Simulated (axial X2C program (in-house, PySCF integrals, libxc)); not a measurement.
# A two-component session on SnBr⁻: properties at the nuclei

Wanted for SnBr⁻: properties at the nuclei, at the two-component level.

The runs use an in-house X2C program for linear molecules on PySCF integrals; two-component X2C with atomic mean-field terms, Sn dyall-acv3z, Br dyall-acv3z.

All values are calculated.

**1. Input**

task.json reads:

```json
{"zs": [50, 35], "q": -1, "bas": ["dyall-acv3z", "dyall-acv3z"], "r0": 2.54, "levels": ["PBE0", "HF", "BHandHLYP", "PBE", "LDA"], "nst": 3}
```

Keys: zs atomic numbers; q charge; bas basis sets; r0 starting distance in Å; levels methods (HF also brings MP2); nst determinants followed.

On the command line:

```bash
$ python soeom.py task.json out
```

Nuclei are Gaussian, cores are contracted, and the Gaunt term is on.

**2. Expectation values, lowest determinant**

R = 2.707 Å. State: Ω = 1 (excess of +ω over −ω: ω = -1/2, ω = 3/2).

Output of the PBE0 run:

```text
two-component X2C + atomic mean field  PBE0
basis functions 263  fitting functions 1361  grid points 5803
iter        total energy     max residual
   1      -8778.911462185     1.24e-05
   2      -8778.911462201     1.46e-05
   3      -8778.911462208     3.34e-06
   4      -8778.911462210     1.23e-06
converged
one-electron -12807.13706274  Coulomb 3949.76724631  exact exchange -63.78617282  xc functional -195.34159249  nuclear repulsion 342.09830776  atomic mean-field constant -4.51218823
```

The highest occupied spinor is 84% Sn p, 6% Br p, 5% Br d.

| level | Eeff magnitude (GV/cm) | Ws magnitude Sn (kHz) | A∥/gI Sn (MHz) | qzz Sn (a.u.) | A∥/gI Br (MHz) | qzz Br (a.u.) |
| --- | --- | --- | --- | --- | --- | --- |
| PBE0 | 0.0623 | 0.0247 | -885 | 3.20 | -31.7 | 2.79 |
| HF | 2.05 | 1.24 | -972 | 3.63 | -9.08 | 2.43 |
| BHandHLYP | 0.33 | 0.119 | -776 | 3.58 | -17.1 | 2.59 |
| PBE | 0.334 | 0.181 | -831 | 2.86 | -38.3 | 2.82 |
| LDA | 0.811 | 0.468 | -771 | 2.99 | -43.2 | 2.91 |

Eeff is the effective electric field on the electron dipole moment in this Ω state and Ws the scalar–pseudoscalar constant (defined with the proton number Z and per Ω); A∥ is the parallel hyperfine constant, which follows by multiplying with the nuclear g factor gI = μI/(I μN); qzz is the electric field gradient, eQq0 = 234.96 MHz × Q/barn × qzz. The operators were transformed with the bare-nucleus X2C matrices.

**3. Expectation values, a higher determinant**

R = 2.707 Å. State: Ω = 0 (closed shell), 0.40 eV above the lowest in the PBE0 search for states (made at or near this distance, with looser thresholds).

Output of the PBE0 run:

```text
two-component X2C + atomic mean field  PBE0
basis functions 263  fitting functions 1361  grid points 5803
iter        total energy     max residual
   1      -8778.896925617     1.08e-05
   2      -8778.896925621     1.26e-05
   3      -8778.896925625     1.32e-06
   4      -8778.896925626     6.77e-07
converged
one-electron -12806.87241895  Coulomb 3949.48339767  exact exchange -63.77511070  xc functional -195.31891317  nuclear repulsion 342.09830776  atomic mean-field constant -4.51218823
```

The highest occupied spinor is 85% Sn p, 6% Br d, 5% Br p.

```
    level  qzz Sn (a.u.)  qzz Br (a.u.)
     PBE0           3.35           2.67
       HF           3.64           2.34
BHandHLYP           3.62           2.53
      PBE           3.07           2.68
      LDA           3.22           2.76
```

**4. Expectation values, a higher determinant**

R = 2.707 Å. State: Ω = 2 (excess of +ω over −ω: ω = 1/2, ω = 3/2), 0.64 eV above the lowest in the PBE0 search for states (made at or near this distance, with looser thresholds).

Output of the PBE0 run:

```text
two-component X2C + atomic mean field  PBE0
basis functions 263  fitting functions 1361  grid points 5803
iter        total energy     max residual
   1      -8778.888011331     7.66e-06
   2      -8778.888011343     1.20e-05
   3      -8778.888011348     3.32e-06
   4      -8778.888011351     1.44e-06
   5      -8778.888011351     3.73e-07
converged
one-electron -12806.42311078  Coulomb 3949.03523692  exact exchange -63.77326227  xc functional -195.31299476  nuclear repulsion 342.09830776  atomic mean-field constant -4.51218823
```

The highest occupied spinor is 85% Sn p, 6% Br d, 5% Br p.

```
    level  Eeff magnitude (GV/cm)  Ws magnitude Sn (kHz)  A∥/gI Sn (MHz)  qzz Sn (a.u.)  A∥/gI Br (MHz)  qzz Br (a.u.)
     PBE0                    1.79                  0.475             700           2.89            60.6           2.74
       HF                    3.08                  0.837             656           3.12            43.5           2.39
BHandHLYP                    2.22                  0.595             718           3.14            53.6           2.59
      PBE                     1.5                  0.396             685           2.63            71.4           2.75
      LDA                    1.67                  0.439             726           2.78            76.4           2.83
```

**5. Outcome**

| quantity | value |
| --- | --- |
| lowest determinant | Ω = 1 (excess of +ω over −ω: ω = -1/2, ω = 3/2) |
| Eeff magnitude (GV/cm), PBE0 | 0.0623 |
| Ws magnitude Sn (kHz), PBE0 | 0.0247 |
| A∥/gI Sn (MHz), PBE0 | -885 |
| qzz Sn (a.u.), PBE0 | 3.20 |
| higher determinant | Ω = 0 (closed shell) |
| qzz Sn (a.u.), PBE0, higher determinant | 3.35 |
| qzz Br (a.u.), PBE0, higher determinant | 2.67 |
| higher determinant | Ω = 2 (excess of +ω over −ω: ω = 1/2, ω = 3/2) |
| Eeff magnitude (GV/cm), PBE0, higher determinant | 1.79 |
| Ws magnitude Sn (kHz), PBE0, higher determinant | 0.475 |
| A∥/gI Sn (MHz), PBE0, higher determinant | 700 |
| qzz Sn (a.u.), PBE0, higher determinant | 2.89 |

**Reading.** In the first state, the effective field runs from 0.0623 to 2.05 GV/cm over the mean-field levels, so the levels don't agree on it. The expectation values come from single determinants, which for open shells can mix terms of unlike spin or miss the lowest Ω, so a determinant need not be a state. Eeff is the effective electric field on the electron dipole moment in this Ω state and Ws the scalar–pseudoscalar constant (defined with the proton number Z and per Ω); A∥ is the parallel hyperfine constant, which follows by multiplying with the nuclear g factor gI = μI/(I μN); qzz is the electric field gradient, eQq0 = 234.96 MHz × Q/barn × qzz. The operators were transformed with the bare-nucleus X2C matrices.
